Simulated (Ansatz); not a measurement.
# Ni (Nickel): the cost of one run

Computed with Ansatz 0.2.0 (DFT, LDA, PAW with Ansatz's default frozen-core files, scalar-relativistic, unless a step's input says otherwise).

### Step 1. The system as given

The structure is cubic, space group Fm-3m (No. 225). Conventional cell: a = 3.524 Å, b = 3.524 Å, c = 3.524 Å, α = 90.00°, β = 90.00°, γ = 90.00°. Around Ni (site symmetry m-3m) lie 12 Ni at 2.49 Å.

Structure file:

```cif
data_structure
_symmetry_space_group_name_H-M 'P 1'
_symmetry_Int_Tables_number 1
_cell_length_a 2.4918
_cell_length_b 2.4918
_cell_length_c 2.4918
_cell_angle_alpha 60.000
_cell_angle_beta 60.000
_cell_angle_gamma 60.000
_cell_volume 10.94
loop_
_atom_site_label
_atom_site_type_symbol
_atom_site_fract_x
_atom_site_fract_y
_atom_site_fract_z
_atom_site_occupancy
Ni1 Ni 0.00000 0.00000 0.00000 1
```

### Step 2. Free moments from the typed start, PAW

input.yaml reads:

```yaml
crystal:
  lattice:
    - [0.0, 1.761935, 1.761935]
    - [1.761935, 0.0, 1.761935]
    - [1.761935, 1.761935, 0.0]
  atoms:
    - { symbol: Ni, position: [0.0, 0.0, 0.0], spin: 1.5 }
magnetization:
  spin_polarized: true
kpoints:
  mp_grid: { grid: [16, 16, 16] }
scf:
  occupations: { method: fermi_dirac, width: 0.1 }
hamiltonian:
  xc: lda
  pseudopotentials: { kind: paw }
output:
  forces: true
  stress: true
  eigenvalues: true
  populations: true
  write_density: true
  write_potential: true
  elf: true
  volumetric_format: npy
```

Run with:

```sh
> ansatz run input.yaml --threads 1 --pin off --max-ram 3072MiB --backend cpu --events-out ev --progress --plain --runs-dir out
```

Q: Estimate wall time and peak memory on 1 thread of Arm Neoverse V1, shared host.

About 6 s, with a peak of 0.3 GiB.
